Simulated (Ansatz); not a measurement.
# Hf2SnSe6: the cost of one run

Program: Ansatz 0.2.0. Level of theory: DFT PBE, scalar-relativistic, plane waves, PAW. These are calculated values, not measurements.

1 further run of the same task is left out (it didn't finish). Runs told in other sessions of the task aren't counted.

### 1 The system as given

Symmetry: P-3m1, No. 164, trigonal system. The conventional cell has a = 3.805 Å, b = 3.805 Å, c = 21.193 Å, α = 90.00°, β = 90.00°, γ = 120.00°. Around Hf (site symmetry 3m) lie 6 Se at 2.70 Å. Sn (site symmetry -3m) has 6 Se at 2.73 Å in its first shell of neighbours. Around Se (site symmetry 3m) lie 3 Hf at 2.70 Å. Around Se (site symmetry 3m) lie 3 Sn at 2.73 Å.

Coordinates:

```cif
data_structure
_symmetry_space_group_name_H-M 'P 1'
_symmetry_Int_Tables_number 1
_cell_length_a 3.8051
_cell_length_b 3.8051
_cell_length_c 21.1926
_cell_angle_alpha 90.000
_cell_angle_beta 90.000
_cell_angle_gamma 120.000
_cell_volume 265.73
loop_
_atom_site_label
_atom_site_type_symbol
_atom_site_fract_x
_atom_site_fract_y
_atom_site_fract_z
_atom_site_occupancy
Hf1 Hf 0.00000 0.00000 0.33432 1
Hf2 Hf 0.00000 0.00000 0.66568 1
Sn1 Sn 0.00000 0.00000 0.00000 1
Se1 Se 0.66667 0.33333 0.26061 1
Se2 Se 0.66667 0.33333 0.59198 1
Se3 Se 0.66667 0.33333 0.92375 1
Se4 Se 0.33333 0.66667 0.07625 1
Se5 Se 0.33333 0.66667 0.40802 1
Se6 Se 0.33333 0.66667 0.73939 1
```

The start is the relaxed end of an invented cell (made as: elements ordered on the sites of the SnSe2 type, Sn/Hf on Sn (P-3m1, No. 164)), taken up again for a closer look.

### 2 A first look at the guess

Input file input.yaml:

```yaml
crystal:
  lattice:
    - [3.8050553, 0.0, 0.0]
    - [-1.9025277, 3.2952746, 0.0]
    - [0.0, 0.0, 21.1925654]
  atoms:
    - { symbol: Hf, position: [0.0, 0.0, 0.334325] }
    - { symbol: Hf, position: [0.0, 0.0, 0.665675] }
    - { symbol: Sn, position: [0.0, 0.0, 0.0] }
    - { symbol: Se, position: [0.6666667, 0.3333333, 0.260614] }
    - { symbol: Se, position: [0.6666667, 0.3333333, 0.591977] }
    - { symbol: Se, position: [0.6666667, 0.3333333, 0.923754] }
    - { symbol: Se, position: [0.3333333, 0.6666667, 0.076246] }
    - { symbol: Se, position: [0.3333333, 0.6666667, 0.408023] }
    - { symbol: Se, position: [0.3333333, 0.6666667, 0.739386] }
basis:
  ecutwfc: 420
kpoints:
  mp_grid: { grid: [6, 6, 1] }
hamiltonian:
  xc: pbe
scf:
  occupations: { method: gaussian, width: 0.1 }
  lower_state_search: "off"
output:
  forces: true
  stress: true
  eigenvalues: true
```

Launch:

```console
$ ansatz run input.yaml --threads 4 --pin off --max-ram 8192MiB --backend cpu --events-out ev --progress --plain --runs-dir out
```

**Question.** How long does this run take on 4 threads of Intel Xeon 6975P-C (Granite Rapids), shared host, and how much memory does it need?

About 1.9 s, with a peak of 0.96 GiB.
